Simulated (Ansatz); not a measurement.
# SnSiH6 (SMILES [SiH3][SnH3]): HF/STO-3G

What is the electronic atomisation energy of SnSiH6 at HF/STO-3G? 

Program for the calculation: Ansatz 0.2.0.

45 further runs of the same task are left out: 45 set aside as unsound or not needed.

## 1. The structure to begin with

SnSiH6 has 8 atoms, charge 0, and is taken as a singlet. As SMILES, `[SiH3][SnH3]`. The shape is that of a PBE0-D4/def2-TZVP optimisation.

Bond lengths: Si1–Sn2 2.560 Å, Si1–H3 1.487 Å, Si1–H4 1.487 Å, Si1–H5 1.487 Å, Sn2–H6 1.708 Å, Sn2–H7 1.708 Å, Sn2–H8 1.708 Å. Some angles: Si1–Sn2–H6 110.7°, Si1–Sn2–H7 110.8°, Si1–Sn2–H8 110.8°, Sn2–Si1–H3 110.2°, Sn2–Si1–H4 110.2°, Sn2–Si1–H5 110.2°, H6–Sn2–H7 108.2°, H6–Sn2–H8 108.2°, H7–Sn2–H8 108.2°, H3–Si1–H4 108.8°.

## 2. The energy at HF/STO-3G

in.yaml reads:

```yaml
crystal:
  periodic: [false, false, false]
  atoms:
    - {symbol: Si, position_ang: [-0.621900, 0.121300, -1.152100]}
    - {symbol: Sn, position_ang: [0.611700, -0.129400, 1.077500]}
    - {symbol: H, position_ang: [-2.070400, 0.355200, -0.912500]}
    - {symbol: H, position_ang: [-0.465000, -1.112000, -1.967300]}
    - {symbol: H, position_ang: [-0.071600, 1.272400, -1.915300]}
    - {symbol: H, position_ang: [0.450400, 1.285900, 2.019300]}
    - {symbol: H, position_ang: [2.276200, -0.410700, 0.820500]}
    - {symbol: H, position_ang: [-0.017200, -1.439600, 1.974000]}
basis:
  gaussian:
    orbitals: STO-3G
hamiltonian:
  xc: hf
accuracy: high
output:
  orbitals: {seedname: orbitals}
```

Run with:

```
ansatz run in.yaml --threads 1 --pin off --max-ram 3480MiB --events-out events.jsonl --progress --plain --runs-dir runs
```

The log of the run:

```text
Warning: RAYON_NUM_THREADS=1 ignored (pool sized by the plan → 1); use --threads N
Functional definition: HF
  name "HF"
  exchange = exact_x
  correlation = 0
788 factors; integrals over basis functions are off by at most 4.6e-9 eV
mean field evaluation 1: about -170136.2759 eV, gradient 8.8e0 eV
mean field evaluation 2: about -170136.2569 eV, gradient 8.7e0 eV
mean field evaluation 4: about -170136.6570 eV, gradient 3.6e-1 eV
mean field evaluation 8: about -170136.6587 eV, gradient 1.7e-5 eV
mean field -170136.65871955 eV, -6252.4068851743 hartree, gradient 3.9e-8 eV, S^2 0.000000; 0 other end points of the search recorded, 0 dependent functions left out
reference -170136.65871955 eV, -6252.4068851743 hartree; 35, 35 occupied and 7, 7 virtual orbitals, 788 factors
Total energy: -170136.65871955 eV, -6252.4068851743 hartree
```

Wall time 5.6 s (1 thread of Intel Xeon Platinum 8259CL at 2.50GHz (Skylake/Cascade Lake), shared host); peak memory 0.12 GiB.

## 3. The H atom at the same level

input.yaml reads:

```yaml
crystal:
  periodic: [false, false, false]
  atoms:
    - symbol: H
      position_ang: [0.000000, 0.000000, 0.000000]
basis:
  gaussian:
    orbitals: STO-3G
magnetization:
  spin_polarized: true
  initial_magnetization: 1
hamiltonian:
  xc: hf
accuracy: high
```

Run with:

```
ansatz run input.yaml --threads 1 --pin off --max-ram 3480MiB --events-out events.jsonl --progress --plain --runs-dir runs
```

The log of the run:

```text
Warning: RAYON_NUM_THREADS=1 ignored (pool sized by the plan → 1); use --threads N
[... 4 set-up lines as earlier in the session ...]
1 factors; integrals over basis functions are off by at most 4.6e-10 eV
mean field evaluation 1: about -12.6963 eV, gradient 0.0e0 eV
mean field evaluation 2: about -12.6963 eV, gradient 0.0e0 eV
mean field -12.69633895 eV, -0.4665818504 hartree, gradient 0.0e0 eV, S^2 0.750000; 0 other end points of the search recorded, 0 dependent functions left out
reference -12.69633895 eV, -0.4665818504 hartree; 1, 0 occupied and 0, 1 virtual orbitals, 1 factors
Total energy: -12.69633895 eV, -0.4665818504 hartree
```

It took 4.4 s on 1 thread of Intel Xeon Platinum 8259CL at 2.50GHz (Skylake/Cascade Lake), shared host.

## 4. The Si atom, same level

input.yaml reads:

```yaml
crystal:
  periodic: [false, false, false]
  atoms:
    - symbol: Si
      position_ang: [0.000000, 0.000000, 0.000000]
basis:
  gaussian: {orbitals: STO-3G}
magnetization: {spin_polarized: true, initial_magnetization: 2}
hamiltonian: {xc: hf}
accuracy: high
```

Run the same way, it converges to -285.46622 Eh (log not shown).

## 5. The Sn atom

in.yaml reads:

```yaml
crystal:
  periodic: [false, false, false]
  atoms:
    - {symbol: Sn, position_ang: [0.000000, 0.000000, 0.000000]}
basis:
  gaussian:
    orbitals: STO-3G
accuracy: high
magnetization:
  spin_polarized: true
  initial_magnetization: 2
hamiltonian:
  xc: hf
total_charge: 0
```

Run the same way, it converges to -5963.20613 Eh (log not shown).

## 6. Summary of results

Level: HF/STO-3G.

| quantity | value |
| --- | --- |
| molecule: total energy | -6252.40689 Eh |
| molecule: HOMO energy | -8.17 eV |
| molecule: LUMO energy | 10.29 eV |
| molecule: HOMO–LUMO gap | 18.46 eV |
| H atom: total energy | -0.46658 Eh |
| H atom: ⟨S²⟩ | 0.750 |
| Si atom: total energy | -285.46622 Eh |
| Si atom: ⟨S²⟩ | 2.000 |
| Sn atom: total energy | -5963.20613 Eh |
| Sn atom: ⟨S²⟩ | 2.000 |
| electronic atomisation energy | 25.444 eV |

What this shows: Taking the molecule apart into free atoms costs 25.44 eV (587 kcal/mol), before zero-point energy and without spin-orbit coupling. Hartree–Fock lacks the correlation of the bonding pairs, which as a rule makes this value much too low; in minimal bases other errors can mask that. In a minimal basis such a difference can be off by several eV, whatever the method. Relativity is left out (molecule) although the molecule holds a heavy atom. Relativity is left out (Sn atom) although the molecule holds a heavy atom.
